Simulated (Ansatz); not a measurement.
A first try at a band structure of BaTiO3, space group Amm2, using Ansatz's Python interface.

Input file `POSCAR`:
```text
BaTiO3
1.0
   3.98550000    0.00000000    0.00000000
   0.00000000    2.83690000    2.84515000
   0.00000000   -2.83690000    2.84515000
Ba Ti O
1 1 3
Direct
   0.00000000    0.00000000    0.00000000
   0.50000000    0.51240000    0.51240000
   0.00000000    0.48740000    0.48740000
   0.50000000    0.50524000    0.99184000
   0.50000000    0.99184000    0.50524000
```

The script, `bands_batio3.py`:
```python
'''Band structure of BaTiO3.'''

from collections import Counter
import json

import ansatz as az
from ase.io import read
import matplotlib.pyplot as plt
import numpy as np

FUNCTIONAL = 'PBEsol'
MESH = (6, 6, 6)
EXTRA_BANDS = 10


def main() -> None:
    atoms = read('POSCAR', format='vasp')
    xtal = az.Crystal.from_ase(atoms)

    # vertices of the path, as fractions of the reciprocal vectors
    path = [
        ('G', (0.0, 0.0, 0.0)),
        ('S', (0.0, 0.5, 0.0)),
        ('R', (0.5, 0.5, 0.0)),
        ('Z', (0.5, 0.0, 0.0)),
        ('T', (0.5, 0.5, 0.5)),
    ]
    setup = xtal.calculation()
    setup = setup.functional(FUNCTIONAL)
    setup = setup.pseudopotentials('paw')
    setup = setup.basis(38 * az.Ry)
    setup = setup.kpoints(*MESH)
    setup = setup.occupations(az.OccupationsMethod.FIXED)
    setup = setup.band_structure([point for _, point in path], intervals=8)
    setup = setup.scf(extra_bands=EXTRA_BANDS)
    outcome = setup.run(events_out='events.ndjson')
    report = outcome.report
    with open('events.ndjson') as stream:
        kinds = Counter(json.loads(line)['event'] for line in stream)
    print('events:', {kind: kinds[kind] for kind in ('scf_iter', 'scf_done', 'notice', 'finished')})

    energy = report['free_energy_ev']
    print('F of the BaTiO3 cell: {:.6f} eV = {:.6f} Ry = {:.6f} Ha'.format(energy, energy / 13.605693, energy / 27.211386))
    print('Fermi level {:.4f} eV, {} k-points, {} symmetry operations'.format(report.fermi_energy_ev, report['n_kpoints'], report['n_symmetry_ops']))

    bands = outcome.band_structure()
    fermi = bands.fermi_energy_ev
    print(f'zero of the bands: {fermi:.3f} eV, the Fermi level found on the SCF mesh')
    reciprocal = 2 * np.pi * np.linalg.inv(outcome.lattice.cell_ang).T
    steps = np.linalg.norm(np.diff(bands.kpoints_frac @ reciprocal, axis=0), axis=1)
    distance = np.concatenate([[0], np.cumsum(steps)])
    fig, ax = plt.subplots(figsize=(5, 4))
    for channel, colour in zip(bands.channels, ('C0', 'C3')):
        ax.plot(distance, channel.eigenvalues_ev - fermi, colour, lw=1)
    ax.set_xticks(distance[::8], [label for label, _ in path])
    ax.set(ylim=(-6, 6), ylabel='E - E_F (eV)', xlim=(0, distance[-1]))
    ax.grid(axis='x')
    fig.savefig('bands.png', dpi=100)
    first = bands.channels[0].eigenvalues_ev - fermi
    near = np.argsort(np.abs(first.mean(axis=0)))[:4]
    for band in sorted(near):
        print(f'band {band + 1}: {first[:, band].min():.3f} to {first[:, band].max():.3f} eV')


if __name__ == '__main__':
    main()
```

Output of `python bands_batio3.py`:
```text
events: {'scf_iter': 8, 'scf_done': 1, 'notice': 2, 'finished': 1}
F of the BaTiO3 cell: -10027.460789 eV = -737.004781 Ry = -368.502390 Ha
Traceback (most recent call last):
  File "bands_batio3.py", line 66, in <module>
    main()
    ~~~~^^
  File "bands_batio3.py", line 44, in main
    print('Fermi level {:.4f} eV, {} k-points, {} symmetry operations'.format(report.fermi_energy_ev, report['n_kpoints'], report['n_symmetry_ops']))
                                                                              ^^^^^^^^^^^^^^^^^^^^^^
AttributeError: 'dict' object has no attribute 'fermi_energy_ev'
```

What is wrong, and how is it mended?

The fault: the report is a dict and is read by key. Mended:

```diff
--- before
+++ after
@@ -43,3 +43,3 @@
     print('F of the BaTiO3 cell: {:.6f} eV = {:.6f} Ry = {:.6f} Ha'.format(energy, energy / 13.605693, energy / 27.211386))
-    print('Fermi level {:.4f} eV, {} k-points, {} symmetry operations'.format(report.fermi_energy_ev, report['n_kpoints'], report['n_symmetry_ops']))
+    print('Fermi level {:.4f} eV, {} k-points, {} symmetry operations'.format(report['fermi_energy_ev'], report['n_kpoints'], report['n_symmetry_ops']))
```

After the fix:

```console
$ python bands_batio3.py
events: {'scf_iter': 8, 'scf_done': 1, 'notice': 2, 'finished': 1}
F of the BaTiO3 cell: -10027.460789 eV = -737.004781 Ry = -368.502390 Ha
Fermi level 10.1112 eV, 52 k-points, 4 symmetry operations
zero of the bands: 10.111 eV, the Fermi level found on the SCF mesh
band 17: -2.360 to -1.127 eV
band 18: -1.730 to -0.048 eV
band 19: -1.087 to -0.010 eV
band 20: -0.980 to 0.000 eV
```

Notes:
- Total energies depend on the potentials; only differences at equal settings carry meaning. A total without «per atom» is that of the cell as typed.
- The run is spin-unpolarised.
- The Fermi level of a run with fixed occupations marks the highest occupied state on its mesh, not mid-gap.
- An absolute Fermi energy rests on an arbitrary zero of the periodic potential and has no direct meaning.
- The structure is a deposited one; some such entries were measured under pressure or heat, so a shift against it needn't be the functional's error alone.
- Levels are Kohn-Sham eigenvalues on this mesh, without spin-orbit coupling.
- It ran for 20 s on 1 thread of Arm Neoverse V1 (shared host), peak memory 0.49 GiB.
